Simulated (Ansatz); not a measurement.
# Cl3GaH4Si: the cost of one run

Method: RKS BHLYP/def2-SVP, in Ansatz 0.2.0.

## 1. The starting structure

Bond lengths: Ga1–Cl2 2.590 Å, Ga1–Cl3 2.240 Å, Ga1–Cl4 2.240 Å, Ga1–Si5 2.630 Å, Si5–H6 1.460 Å, Si5–H7 1.460 Å, Si5–H8 1.460 Å, Cl2–H9 1.543 Å, Si5–H9 1.642 Å. Angles (14 of 18 angles, heavy atoms first): Cl2–Ga1–Cl3 120.0°, Cl2–Ga1–Cl4 120.0°, Cl2–Ga1–Si5 71.6°, Cl3–Ga1–Cl4 120.0°, Cl3–Ga1–Si5 97.0°, Cl4–Ga1–Si5 101.2°, Ga1–Cl2–H9 71.8°, Ga1–Si5–H6 109.5°, Ga1–Si5–H7 109.5°, Ga1–Si5–H8 109.5°, Ga1–Si5–H9 69.5°, Cl2–H9–Si5 147.1°, H6–Si5–H7 109.4°, H6–Si5–H8 109.4°.

Structure file:

```xyz
9

Ga    0.0000    0.0000    0.0000
Cl    0.0000    0.0000    2.5900
Cl    1.9398    0.0000   -1.1200
Cl   -1.9398    0.0000   -1.1200
Si    0.1099   -2.4934    0.8293
H    -0.6800   -3.3385   -0.0614
H     1.4976   -2.9474    0.8260
H    -0.4266   -2.5804    2.1843
H     0.0645   -1.4637    2.1071
```

## 2. A restrained relaxation towards end A

Springs on the bonds that form and break draw the guess towards this end; the thresholds are loose.

input.yaml reads:

```yaml
crystal:
  periodic: [false, false, false]
  atoms:
    - { symbol: Ga, position_ang: [0.0, 0.0, 0.0] }
    - { symbol: Cl, position_ang: [0.0, 0.0, 2.59] }
    - { symbol: Cl, position_ang: [1.9398, 0.0, -1.12] }
    - { symbol: Cl, position_ang: [-1.9398, 0.0, -1.12] }
    - { symbol: Si, position_ang: [0.1099, -2.4934, 0.8293] }
    - { symbol: H, position_ang: [-0.68, -3.3385, -0.0614] }
    - { symbol: H, position_ang: [1.4976, -2.9474, 0.826] }
    - { symbol: H, position_ang: [-0.4266, -2.5804, 2.1843] }
    - { symbol: H, position_ang: [0.0645, -1.4637, 2.1071] }
basis:
  gaussian: { orbitals: def2-SVP }
hamiltonian:
  xc: { name: BHLYP }
relax:
  f_tol: 0.15
  max_steps: 25
  restrain:
    - { distance: [0, 4], at: 3.53, k: 30.0 }
    - { distance: [8, 1], at: 2.57, k: 30.0 }
    - { distance: [0, 1], at: 2.24, k: 30.0 }
    - { distance: [8, 4], at: 1.46, k: 30.0 }
output:
  orbitals: {}
```

On the command line:

```sh
$ ansatz run input.yaml --threads 4 --pin off --max-ram 5120MiB --backend cpu --events-out ev --progress --plain --runs-dir out
```

What time and memory should one allow on 4 threads of Arm Neoverse V2, shared host?

About 23 s, with a peak of 0.37 GiB.
